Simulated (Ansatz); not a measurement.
# PbS (SMILES [S][Pb]): a chain of runs

We compute a series of 30 runs (PBE/def2-SVP, UPBE/def2-SVP, B3LYP-D4/def2-TZVP, UB3LYP-D4/def2-TZVP, PBE-D3(BJ)/def2-TZVP, UPBE-D3(BJ)/def2-TZVP, CCSD(T)/def2-TZVP, SVWN5/def2-TZVP, and more) of PbS. 

The results are computed with Ansatz 0.2.0.

## 1. The molecule

The species is PbS (2 atoms), meant as a singlet with charge 0. As SMILES, `[S][Pb]`. The bond length is the measured one. The run starts from this shape.

Bond lengths: S1–Pb2 2.287 Å.

## 2. A structure relaxation at PBE/def2-SVP (core potential) (run 1)

The input, run.yaml:

```yaml
crystal:
  periodic: [false, false, false]
  atoms:
    - symbol: S
      position_ang: [0.000000, 0.000000, 0.000000]
    - symbol: Pb
      position_ang: [0.000000, 0.000000, 2.286863]
basis:
  gaussian:
    orbitals: def2-SVP
hamiltonian:
  xc: {name: PBE}
relax:
  f_tol: 0.002
output: {orbitals: {seedname: orbitals}}
```

Launch:

```console
ansatz run run.yaml --threads 1 --pin off --max-ram 3480MiB --events-out events.jsonl --progress --plain --runs-dir runs
```

The program printed:

```text
Warning: RAYON_NUM_THREADS=1 ignored (pool sized by the plan → 1); use --threads N
The last accepted step is kept in runs//last_step.txt (removed where the run ends without a failure and the disk answers)
Functional definition: PBE
  name "PBE"
  parameter kappa = 0.804
  parameter beta = 0.06672455060314922
  exchange = pbe_x(kappa = kappa, mu = beta*pi^2/3)
  correlation = pbe_c(beta = beta)
501 factors; their error is unknown
mean field evaluation 1: about -16073.6992 eV, gradient 3.1e1 eV
mean field evaluation 2: about -16003.5660 eV, gradient 1.1e2 eV
mean field evaluation 4: about -16077.5743 eV, gradient 2.3e0 eV
mean field evaluation 8: about -16077.5692 eV, gradient 8.9e-2 eV
mean field evaluation 16: about -16077.5692 eV, gradient 8.4e-6 eV
mean field -16077.56923144 eV, -590.8397714877 hartree, gradient 8.4e-6 eV, S^2 0.000000; 0 other end points of the search recorded, 0 dependent functions left out
the calculation of the forces begins
reference -16077.56925505 eV, -590.8397723554 hartree; 19, 19 occupied and 25, 25 virtual orbitals, 501 factors
relax step   1: F+E_penalty+E_count = -16077.56923144 eV  Δ(F+E_penalty+E_count) = +0.000e0 eV  max|allowed force component| = 1.087e0 eV/Å  Δτ_max = 0.0000 Å  (25 SCF iters, accepted)
these checks for a lower state are left out or cut short: starts, cluster_reference, orbital_swaps, neighbouring_geometries, increment
501 factors; their error is unknown
mean field -16077.59232484 eV, -590.8406201542 hartree, gradient 7.5e-5 eV, S^2 0.000000; 0 other end points of the search recorded, 0 dependent functions left out
the calculation of the forces begins
reference -16077.59234843 eV, -590.8406210212 hartree; 19, 19 occupied and 25, 25 virtual orbitals, 501 factors
relax step   2: F+E_penalty+E_count = -16077.59232484 eV  Δ(F+E_penalty+E_count) = -2.309e-2 eV  max|allowed force component| = 4.230e-1 eV/Å  Δτ_max = 0.0392 Å  (24 SCF iters, accepted)
these checks for a lower state are left out or cut short: starts, cluster_reference, orbital_swaps, neighbouring_geometries, increment
501 factors; their error is unknown
mean field -16077.59757197 eV, -590.8408129830 hartree, gradient 7.4e-5 eV, S^2 0.000000; 0 other end points of the search recorded, 0 dependent functions left out
the calculation of the forces begins
reference -16077.59759556 eV, -590.8408138498 hartree; 19, 19 occupied and 25, 25 virtual orbitals, 501 factors
relax step   3: F+E_penalty+E_count = -16077.59757197 eV  Δ(F+E_penalty+E_count) = -5.247e-3 eV  max|allowed force component| = 1.782e-2 eV/Å  Δτ_max = 0.0127 Å  (23 SCF iters, accepted)
these checks for a lower state are left out or cut short: starts, cluster_reference, orbital_swaps, neighbouring_geometries, increment
501 factors; their error is unknown
mean field evaluation 32: about -16077.5976 eV, gradient 2.2e-5 eV
mean field -16077.59758071 eV, -590.8408133042 hartree, gradient 2.2e-5 eV, S^2 0.000000; 0 other end points of the search recorded, 0 dependent functions left out
the calculation of the forces begins
reference -16077.59760430 eV, -590.8408141710 hartree; 19, 19 occupied and 25, 25 virtual orbitals, 501 factors
relax step   4: F+E_penalty+E_count = -16077.59758071 eV  Δ(F+E_penalty+E_count) = -8.739e-6 eV  max|allowed force component| = 1.774e-5 eV/Å  Δτ_max = 0.0005 Å  (17 SCF iters, accepted)
501 factors; their error is unknown
mean field -16077.59758071 eV, -590.8408133042 hartree, gradient 2.2e-5 eV, S^2 0.000000; 1 other end points of the search recorded, 0 dependent functions left out
the calculation of the forces begins
reference -16077.59760430 eV, -590.8408141710 hartree; 19, 19 occupied and 25, 25 virtual orbitals, 501 factors
Total energy: -16077.59760430 eV, -590.8408141710 hartree
Atom 0 at    -0.000000     0.000000    -0.026999 Å, force    -0.000000     0.000000     0.000018 eV/Å
Atom 1 at     0.000000    -0.000000     2.313862 Å, force     0.000000    -0.000000    -0.000018 eV/Å
Dipole moment:     0.000000    -0.000000     0.742087 e Å
```

Run time: 3.6 s. Hardware: 1 thread of Arm Neoverse V1, shared host; peak memory 0.089 GiB.

The path in brief:

```
step  energy from the first frame kept (eV)  largest force (eV/Å)
   1                                 0.0000                1.0873
   2                                -0.0231                0.4230
   3                                -0.0283                0.0178
   4                                -0.0284                0.0000
```

After the run. Bond lengths: S1–Pb2 2.341 Å.

## 3. The harmonic vibrations at PBE/def2-SVP (core potential) (run 2)

The input, molecule.yaml:

```yaml
crystal:
  periodic: [false, false, false]
  atoms:
    - symbol: S
      position_ang: [-0.000000, 0.000000, -0.026999]
    - symbol: Pb
      position_ang: [0.000000, -0.000000, 2.313862]
basis:
  gaussian: {orbitals: def2-SVP}
hamiltonian: {xc: pbe}
phonons: {temperatures: {t_min: 298.15, t_max: 298.15, t_step: 1}}
```

Launch:

```console
ansatz run molecule.yaml --threads 1 --pin off --max-ram 3480MiB --events-out events.jsonl --progress --plain --runs-dir runs
```

The program printed:

```text
Warning: RAYON_NUM_THREADS=1 ignored (pool sized by the plan → 1); use --threads N
[... 6 lines left out ...]
501 factors; their error is unknown
[... 14 lines left out ...]
501 factors; their error is unknown
[... 10 lines left out ...]
501 factors; their error is unknown
[... 9 lines left out ...]
501 factors; their error is unknown
[... 4 lines left out ...]
501 factors; their error is unknown
[... 5 lines left out ...]
501 factors; their error is unknown
[... 4 lines left out ...]
501 factors; their error is unknown
[... 4 lines left out ...]
501 factors; their error is unknown
[... 4 lines left out ...]
501 factors; their error is unknown
[... 5 lines left out ...]
501 factors; their error is unknown
[... 6 lines left out ...]
Dipole moment:    -0.000000    -0.000000     0.742088 e Å
Vibrations: 421.39 cm⁻¹, zero-point energy 0.026123 eV
```

It took 6.9 s on 1 thread of Arm Neoverse V1, shared host; peak memory 0.088 GiB.

Runs 3 to 29 aren't shown in full; the table further down has their settings and results.

## 4. The doublet cation: a geometry optimisation at U-wB97M-V/def2-TZVPD (core potential) (run 30)

The input, molecule.yaml:

```yaml
basis:
  gaussian:
    orbitals: def2-TZVPD
crystal:
  periodic: [false, false, false]
  atoms:
    - {symbol: S, position_ang: [0.000000, -0.000000, 0.010029]}
    - {symbol: Pb, position_ang: [-0.000000, 0.000000, 2.276834]}
total_charge: 1
magnetization:
  spin_polarized: true
  initial_magnetization: 1
hamiltonian:
  xc: {name: wB97M-V}
relax: {}
```

Launch:

```console
ansatz run molecule.yaml --threads 1 --pin off --max-ram 3480MiB --events-out events.jsonl --progress --plain --runs-dir runs
```

The program printed:

```text
Warning: RAYON_NUM_THREADS=1 ignored (pool sized by the plan → 1); use --threads N
[... 1 set-up line as earlier in the session ...]
[... 25 lines left out ...]
747 factors; their error is unknown
[... 12 lines left out ...]
747 factors; their error is unknown
[... 6 lines left out ...]
747 factors; their error is unknown
[... 7 lines left out ...]
747 factors; their error is unknown
[... 5 lines left out ...]
747 factors; their error is unknown
[... 5 lines left out ...]
Total energy: -16073.86873218 eV, -590.7037806482 hartree
[... 2 lines left out ...]
Dipole moment:     0.000000    -0.000000     0.318163 e Å
```

It took 3.1 min on 1 thread of Arm Neoverse V1, shared host; peak memory 0.43 GiB.

Steps, from the record of the run:

```
step  energy from the first frame kept (eV)  largest force (eV/Å)
   1                                 0.0000                3.2324
   2                                -0.2314                0.6166
   3                                -0.2460                0.1644
   4                                -0.2470                0.0005
```

After the run. Bond lengths: S1–Pb2 2.437 Å.

## 5. The series

```
run                                   level         task  walk f tol  partner  energy (Eh)  dipole moment (D)  wall time
  1           PBE/def2-SVP (core potential)     optimise       0.002     base  -590.840814               3.56      3.6 s
  2           PBE/def2-SVP (core potential)  frequencies           –     base  -590.840814               3.56      6.9 s
  3          UPBE/def2-SVP (core potential)       energy           –   cation  -590.512114                  –      4.2 s
  4          UPBE/def2-SVP (core potential)     optimise           –   cation  -590.520279                  –       13 s
  5     B3LYP-D4/def2-TZVP (core potential)     optimise       0.002     base  -591.210876               4.10      7.5 s
  6     B3LYP-D4/def2-TZVP (core potential)  frequencies           –     base  -591.210876               4.10       17 s
  7    UB3LYP-D4/def2-TZVP (core potential)       energy           –   cation  -590.881737                  –       12 s
  8    UB3LYP-D4/def2-TZVP (core potential)     optimise           –   cation  -590.889798                  –       35 s
  9   PBE-D3(BJ)/def2-TZVP (core potential)     optimise       0.002     base  -590.989222               3.89      5.7 s
 10   PBE-D3(BJ)/def2-TZVP (core potential)  frequencies           –     base  -590.989222               3.89       13 s
 11  UPBE-D3(BJ)/def2-TZVP (core potential)       energy           –   cation  -590.659107                  –      9.6 s
 12  UPBE-D3(BJ)/def2-TZVP (core potential)     optimise           –   cation  -590.666515                  –       26 s
 13      CCSD(T)/def2-TZVP (core potential)     optimise       0.002     base  -589.978785               3.79    3.2 min
 14      CCSD(T)/def2-TZVP (core potential)  frequencies           –     base  -589.978785               3.79     11 min
 15        SVWN5/def2-TZVP (core potential)     optimise       0.002     base  -589.510073               3.60      3.9 s
 16        SVWN5/def2-TZVP (core potential)  frequencies           –     base  -589.510073               3.60        9 s
 17       USVWN5/def2-TZVP (core potential)       energy           –   cation  -589.164240                  –      4.2 s
 18       USVWN5/def2-TZVP (core potential)     optimise           –   cation  -589.171376                  –       14 s
 19      wB97X-V/def2-TZVP (core potential)     optimise       0.002     base  -591.020339               4.38       27 s
 20      wB97X-V/def2-TZVP (core potential)  frequencies           –     base  -591.020339               4.38       48 s
 21    U-wB97X-V/def2-TZVP (core potential)       energy           –   cation  -590.693579                  –       40 s
 22    U-wB97X-V/def2-TZVP (core potential)     optimise           –   cation  -590.703221                  –    1.9 min
 23       r2SCAN/def2-TZVP (core potential)     optimise       0.002     base  -591.183739               4.03       14 s
 24       r2SCAN/def2-TZVP (core potential)  frequencies           –     base  -591.183739               4.03       26 s
 25     U-r2SCAN/def2-TZVP (core potential)       energy           –   cation  -590.853397                  –       27 s
 26     U-r2SCAN/def2-TZVP (core potential)     optimise           –   cation  -590.861397                  –       64 s
 27     wB97M-V/def2-TZVPD (core potential)     optimise       0.002     base  -591.023463               4.26       48 s
 28     wB97M-V/def2-TZVPD (core potential)  frequencies           –     base  -591.023463               4.26       67 s
 29   U-wB97M-V/def2-TZVPD (core potential)       energy           –   cation  -590.694704                  –       53 s
 30   U-wB97M-V/def2-TZVPD (core potential)     optimise           –   cation  -590.703781                  –    3.1 min
```

## 6. What came out

| quantity | value |
| --- | --- |
| doublet cation, run 30: total energy at the end | -590.70378 Eh |
| doublet cation, run 30: bond length | 2.437 Å |
| doublet cation, run 30: ⟨S²⟩ | 0.755 |
| vertical ionisation energy (to the doublet cation), B3LYP-D4/def2-TZVP | 8.956 eV |
| vertical ionisation energy (to the doublet cation), PBE-D3(BJ)/def2-TZVP | 8.983 eV |
| vertical ionisation energy (to the doublet cation), wB97M-V/def2-TZVPD | 8.946 eV |
| adiabatic ionisation energy (to the doublet cation, no zero-point term), PBE/def2-SVP | 8.722 eV |
| adiabatic ionisation energy (to the doublet cation, no zero-point term), PBE-D3(BJ)/def2-TZVP | 8.781 eV |
| adiabatic ionisation energy (to the doublet cation, no zero-point term), SVWN5/def2-TZVP | 9.216 eV |
| adiabatic ionisation energy (to the doublet cation, no zero-point term), wB97X-V/def2-TZVP | 8.629 eV |
| adiabatic ionisation energy (to the doublet cation, no zero-point term), wB97M-V/def2-TZVPD | 8.699 eV |

**Reading.** At B3LYP-D4/def2-TZVP: the vertical ionisation energy comes to 8.96 eV (864 kJ/mol). At PBE-D3(BJ)/def2-TZVP: removing an electron at fixed nuclei costs 8.98 eV (207 kcal/mol). At wB97M-V/def2-TZVPD: removing an electron at fixed nuclei costs 8.95 eV (863 kJ/mol). At PBE/def2-SVP: the adiabatic ionisation energy (to the doublet cation, no zero-point term) is 8.72 eV (842 kJ/mol). At PBE-D3(BJ)/def2-TZVP: the adiabatic ionisation energy (to the doublet cation, no zero-point term) is 8.78 eV (847 kJ/mol). At SVWN5/def2-TZVP: the adiabatic ionisation energy (to the doublet cation, no zero-point term) is 9.22 eV (889 kJ/mol). Totals of different functionals can't be ranked against each other. All runs together took 29 min, the longest 11 min.
